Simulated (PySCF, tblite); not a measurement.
# C₃H₅BF₃N: geometry, infrared bands and NMR shifts

Aim: predict the infrared bands and NMR shifts of C₃H₅BF₃N (`F[BH2-][N+]#CCC(F)F`).

Programs: tblite 0.8.0 and PySCF 2.14.0, with density-fitted response routines of our own. Each step states its level of theory. These are calculated values for one molecule in the gas phase, unless marked as measured. Atoms count from 0, in the outputs and in this text.

**1. The molecule as given**

13 atoms, charge 0, multiplicity 1; geometry from: force field or distance geometry start.

Bonds of the start (Å): F0–B1 1.47, B1–N2 1.47, N2–C3 1.17, C3–C4 1.47, C4–C5 1.52, C5–F6 1.38, C5–F7 1.38, B1–H8 1.20, B1–H9 1.18, C4–H10 1.11, C4–H11 1.12, C5–H12 1.12.

**2. Optimising the geometry with GFN2-xTB**

The job: settings as JSON, then the geometry in Å.

```
{"job": {"kind": "relax", "xc": "GFN2-xTB", "basis": "xTB"}, "charge": 0, "multiplicity": 1}
F      2.867200    -1.649200    -0.024400
B      2.597000    -0.308400    -0.552800
N      1.209800     0.072000    -0.236500
C      0.108100     0.385000    -0.011700
C     -1.276600     0.757600     0.304700
C     -1.938400    -0.270700     1.208500
F     -3.215900     0.144700     1.517200
F     -1.989100    -1.495400     0.583900
H      3.353200     0.459300    -0.031500
H      2.765000    -0.308500    -1.718000
H     -1.276300     1.750100     0.793700
H     -1.849000     0.834500    -0.651000
H     -1.359500    -0.370500     2.164400
```

The run is started by

```sh
$ OMP_NUM_THREADS=1 python probes_run.py task.json out
```

This one command runs all jobs of the session in turn.

**Question.** This job is followed by: GFN2-xTB harmonic vibrations, gas phase; GIAO PBE0/pcSseg-1 NMR shielding, non-relativistic, gas phase. Predict these results of the whole session: strongest single infrared mode (GFN2-xTB); zero-point energy (GFN2-xTB); ¹³C shifts against TMS (PBE0/pcSseg-1); ¹H shifts against TMS (PBE0/pcSseg-1, means over atoms taken as alike); ¹⁹F shifts against CFCl3 (PBE0/pcSseg-1, means over atoms taken as alike); ¹¹B shifts against BF3·OEt2 (PBE0/pcSseg-1); ¹⁵N shifts against NH3 (PBE0/pcSseg-1).

**Answer**, as computed:

```
                                                                 quantity                   value
                                strongest single infrared mode (GFN2-xTB)   1039 cm⁻¹, 223 km/mol
                                             zero-point energy (GFN2-xTB)           51.1 kcal/mol
                                   ¹³C shifts against TMS (PBE0/pcSseg-1)  126.3, 118.6, 26.5 ppm
   ¹H shifts against TMS (PBE0/pcSseg-1, means over atoms taken as alike)    6.54, 3.38, 3.35 ppm
¹⁹F shifts against CFCl3 (PBE0/pcSseg-1, means over atoms taken as alike)      -126.2, -248.7 ppm
                              ¹¹B shifts against BF3·OEt2 (PBE0/pcSseg-1)               -12.2 ppm
                                   ¹⁵N shifts against NH3 (PBE0/pcSseg-1)               247.4 ppm
```

Relaxing lowered the energy by 0.284 eV in 157 steps; the close pair that moved most is F0–B1, from 1.466 to 1.393 Å. All 33 modes are real, so the xTB geometry is a minimum. The strongest single mode, at 1039 cm⁻¹, has its largest shares on C5, F6 and H10 (the list is cut at 3 atoms). GFN2-xTB is a fitted tight-binding method: band positions and strengths are rough. Its intensities can rank the bands wrongly. H12 (hydrogen on an sp3 CH bonded to 2 F) lies farthest downfield among hydrogen, at 6.54 ppm; its carbon carries F, an electronegative neighbour. At PBE0/pcSseg-1: Shielding is most anisotropic at N2 (span 480 ppm, paramagnetic term -313 ppm).
